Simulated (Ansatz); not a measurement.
Consider an atomisation energy of BCl2GeH3, SMILES Cl[B](Cl)[GeH3] (Ansatz's Python interface).

`run_tae.py`:
```python
from collections import Counter
import logging
import sys

import ansatz

logging.basicConfig(stream=sys.stdout, format="%(levelname)s %(message)s")
logger = logging.getLogger("run")
logger.setLevel(logging.INFO)


def energy(molecule, charge=0, unpaired=0):
    calc = (
        molecule.calculation()
        .basis(gaussian="6-31G*")
        .functional("hf")
    )
    if charge:
        calc = calc.charge(charge)
    if unpaired:
        calc = calc.spin("collinear", total=unpaired)
    return calc.run(threads=1, backend="cpu").report["free_energy_ev"]


def main() -> None:
    mol = (
        ansatz.Crystal.molecule()
        .atom("Cl", (1.8885, -1.3896, 1.2204))
        .atom("B", (0.1773, -0.9834, 0.4933))
        .atom("Cl", (-1.199, -2.2311, 0.5909))
        .atom("Ge", (-0.087, 0.8011, -0.4136))
        .atom("H", (-0.5675, 0.5363, -1.9023))
        .atom("H", (-1.3057, 1.5467, 0.3265))
        .atom("H", (1.1547, 1.6521, -0.3609))
    )

    unpaired = {"Cl": 1, "B": 1, "Ge": 2, "H": 1}
    counts = Counter(site.symbol for site in mol.cartesian_sites)
    atom_energy = {s: energy(ansatz.Crystal.molecule().atom(s, (0, 0, 0)), 0, unpaired[s]) for s in counts}
    whole = energy(mol, 0, 0)
    for s, e in atom_energy.items():
        logger.info(f"{s:2s} x{counts[s]}  {e:14.5f} eV")
    logger.info(f"BCl2GeH3: {whole:.5f} eV")
    split = sum(counts[s] * e for s, e in atom_energy.items()) - whole
    logger.info(f"atomisation energy (no zero-point term): {split:.3f} eV, {split / sum(counts.values()):.3f} eV an atom")


if __name__ == "__main__":
    main()
```

What does it cost to take this molecule apart into atoms?

15.450 eV from the electronic energies, without the zero-point term.

The run itself:

```console
$ python run_tae.py
INFO Cl x2    -12502.21600 eV
INFO B  x1      -667.27862 eV
INFO Ge x1    -56464.65567 eV
INFO H  x3       -13.55761 eV
INFO BCl2GeH3: -82192.48891 eV
INFO atomisation energy (no zero-point term): 15.450 eV, 2.207 eV an atom
```

Reading the output:
- Total energies depend on the basis set; only differences at equal settings carry meaning.
- The geometry is a force-field or estimated start, not a minimum of this method, and the basis set is short of its limit. All parts are taken at fixed geometry, without zero-point energy.
- Hartree-Fock leaves correlation out, so bond, atomisation and ionisation energies come out well too low.
- The whole script took 2.7 s on 1 thread of Intel(R) Xeon(R) Processor @ 2.30GHz (shared host), peak memory 0.27 GiB.
